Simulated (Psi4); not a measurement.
# C2H6Be (BeMe2): DLPNO-CCSD/6-31G (density fitting, density fitting for correlation, pno convergence normal)

What is the energy change on altering one bond length of C2H6Be (BeMe2) at DLPNO-CCSD/6-31G (density fitting, density fitting for correlation, pno convergence normal)? 

The calculation is run with Psi4 1.11.

1 further run of the same task is left out (set aside as unsound or not needed).

## 1. Starting point

C2H6Be has 9 atoms, charge 0, and is taken as a singlet. SMILES: `[CH3][Be][CH3]`. Geometry: a GFN2-xTB relaxation, a rough one for these elements and not checked as a minimum.

Bond lengths: Be1–C2 1.725 Å, Be1–C6 1.726 Å, C2–H3 1.090 Å, C2–H4 1.091 Å, C2–H5 1.091 Å, C6–H7 1.091 Å, C6–H8 1.091 Å, C6–H9 1.091 Å. Some angles: C2–Be1–C6 178.8°, Be1–C2–H3 114.4°, Be1–C2–H4 114.2°, Be1–C2–H5 113.7°, Be1–C6–H7 113.9°, Be1–C6–H8 113.8°, Be1–C6–H9 114.4°, H3–C2–H4 104.5°, H3–C2–H5 104.5°, H4–C2–H5 104.5°.

## 2. A single-point energy at DLPNO-CCSD/6-31G (density fitting, density fitting for correlation, pno convergence normal)

File job.py:

```python
import psi4

psi4.set_memory(1600000000)
psi4.set_num_threads(1)
psi4.set_output_file('psi4.out', False)

m = psi4.geometry("""
Be     0.01608157     0.03541347     0.00122832
C     -0.00502667    -0.02135391     3.26017441
H     -0.81433968     1.65912285     4.13405936
H      1.86217392    -0.19819448     4.11440620
H     -1.08443823    -1.58755892     4.05319798
C      0.00918407     0.03252219    -3.26049566
H     -1.87632797     0.02832699    -4.09237200
H      0.94501424    -1.60369718    -4.09388378
H      0.94767875     1.65540009    -4.11629593
units bohr
symmetry c1
""")

psi4.set_options(dict(basis='6-31G', scf_type='df', pno_convergence='normal'))

energy_value = psi4.energy("dlpno-ccsd")
print(f'dlpno-ccsd energy: {energy_value:.10f} Eh')
```

On the command line:

```
$ python job.py
```

psi4.out:

```text
[...]
  Running in c1 symmetry.
[...]
  Nuclear repulsion =   50.655536165418532
[...]
  Multiplicity = 1
[...]
  Nalpha       = 11
  Nbeta        = 11
[...]
    Number of basis functions: 39
[...]
   @DF-RHF iter   1:   -93.71067145911540   -9.18252e-01   1.19193e-02 ADIIS/DIIS
[...]
    Orbital Energies [Eh]
    ---------------------
    Doubly Occupied:
       1A    -11.175527     2A    -11.175421     3A     -4.640530
       4A     -0.910121     5A     -0.908364     6A     -0.522019
       7A     -0.521907     8A     -0.514693     9A     -0.514574
      10A     -0.449581    11A     -0.414130
[...]
  @DF-RHF Final Energy:   -93.83766692480259
   => Energetics <=
    Nuclear Repulsion Energy =             50.6555361654185319
    One-Electron Energy =                -225.4926716337629671
    Two-Electron Energy =                  80.9994685435418376
    Total Energy =                        -93.8376669248025905
[...]
 Multipole Moments:
 ------------------------------------------------------------------------------------
     Multipole            Electronic (a.u.)      Nuclear  (a.u.)        Total (a.u.)
 ------------------------------------------------------------------------------------
 L = 1.  Multiply by 2.5417464519 to convert [e a0] to [Debye]
 Dipole X            :          0.0335361           -0.0292110            0.0043252
 Dipole Y            :          0.0751471           -0.0667324            0.0084147
 Dipole Z            :          0.0028030           -0.0014620            0.0013411
 Magnitude           :                                                    0.0095558
[...]
   * WARNING: This answer will likely vary from one obtained by a energy('dlpno-mp2') call
                due to lack of a semi-canonical MP2 prescreening step in DLPNO-MP2, as well
[...]
  @LCCSD iter   9:  -0.244330859161 -5.686e-07  7.836e-07  4.368e-07        0
[...]
```

On the terminal:

```text
dlpno-ccsd energy: -94.0820344848 Eh
```

It took 2.9 s on 1 thread of Intel Xeon 6975P-C (Granite Rapids), shared host; peak memory 0.23 GiB.

## 3. The distorted shape, same level

File c2h6be.xyz:

```xyz
9
C2H6Be
Be     0.094171    -0.159129    -0.091846
C      0.083001    -0.189169     1.632714
H     -0.430930     0.877970     2.187650
H      1.071081    -0.282749     2.084754
H     -0.488199    -1.017969     2.052364
C      0.090521    -0.160659    -1.817876
H     -0.907249    -0.162879    -2.258086
H      0.585741    -1.026509    -2.258886
H      0.587151     0.698131    -2.270746
```

File c2h6be_ase.py:

```python
import numpy as np
from ase.calculators.psi4 import Psi4
from ase.io import read

mol = read('c2h6be.xyz')
calc = Psi4(atoms=mol, method='dlpno-ccsd', basis='6-31G', memory='1600MB', num_threads=1, charge=0, multiplicity=1, label='psi4-calc')
calc.psi4.set_options({'scf_type': 'df', 'pno_convergence': 'normal'})
mol.calc = calc

print(f'energy: {mol.get_potential_energy():.6f} eV')
```

On the command line:

```
$ python c2h6be_ase.py
```

psi4-calc.dat:

```text
[...]
  Running in c1 symmetry.
[...]
  Nuclear repulsion =   50.018378933650787
[...]
  Multiplicity = 1
[...]
  Nalpha       = 11
  Nbeta        = 11
[...]
    Number of basis functions: 39
[...]
   @DF-RHF iter   1:   -93.69118485097681   -1.01844e+00   1.16938e-02 ADIIS/DIIS
[...]
    Orbital Energies [Eh]
    ---------------------
    Doubly Occupied:
       1A    -11.200816     2A    -11.176782     3A     -4.643815
       4A     -0.910255     5A     -0.891543     6A     -0.525644
       7A     -0.519668     8A     -0.517170     9A     -0.481498
      10A     -0.448201    11A     -0.415338
[...]
  @DF-RHF Final Energy:   -93.81745803544479
   => Energetics <=
    Nuclear Repulsion Energy =             50.0183789336507871
    One-Electron Energy =                -224.2102179794876520
    Two-Electron Energy =                  80.3743810103920850
    Total Energy =                        -93.8174580354447869
[...]
 Multipole Moments:
 ------------------------------------------------------------------------------------
     Multipole            Electronic (a.u.)      Nuclear  (a.u.)        Total (a.u.)
 ------------------------------------------------------------------------------------
 L = 1.  Multiply by 2.5417464519 to convert [e a0] to [Debye]
 Dipole X            :          0.1468614           -0.0991970            0.0476644
 Dipole Y            :         -0.1601873            0.0785886           -0.0815987
 Dipole Z            :         -0.1172927            0.0741084           -0.0431844
 Magnitude           :                                                    0.1038996
[...]
   * WARNING: This answer will likely vary from one obtained by a energy('dlpno-mp2') call
                due to lack of a semi-canonical MP2 prescreening step in DLPNO-MP2, as well
[...]
  @LCCSD iter   9:  -0.249284241035 -6.102e-07  8.818e-07  4.041e-07        0
[...]
```

The script printed:

```text
energy: -2559.687382 eV
```

It took 3 s on 1 thread of Intel Xeon 6975P-C (Granite Rapids), shared host; peak memory 0.23 GiB.

## 4. What came out

Level: DLPNO-CCSD/6-31G (density fitting, density fitting for correlation, pno convergence normal).

| quantity | value |
| --- | --- |
| first shape: total energy | -94.08203 Eh |
| first shape: HOMO energy (Hartree–Fock orbitals) | -11.27 eV |
| first shape: LUMO energy (Hartree–Fock orbitals) | 3.75 eV |
| first shape: HOMO–LUMO gap (Hartree–Fock orbitals) | 15.02 eV |
| first shape: correlation energy | -244.4 mEh |
| first shape: T1 diagnostic | 0.007 |
| distorted shape: total energy | -94.06678 Eh |
| distorted shape: HOMO energy (Hartree–Fock orbitals) | -11.30 eV |
| distorted shape: LUMO energy (Hartree–Fock orbitals) | 3.63 eV |
| distorted shape: HOMO–LUMO gap (Hartree–Fock orbitals) | 14.94 eV |
| distorted shape: correlation energy | -249.3 mEh |
| distorted shape: T1 diagnostic | 0.008 |
| energy change with the C2–H3 bond stretched from 1.090 to 1.308 Å | 0.415 eV |

What this shows: With the C2–H3 bond stretched from 1.090 to 1.308 Å the energy rises by 0.42 eV (9.6 kcal/mol). The first shape isn't relaxed at this level, so the change isn't measured from a minimum.
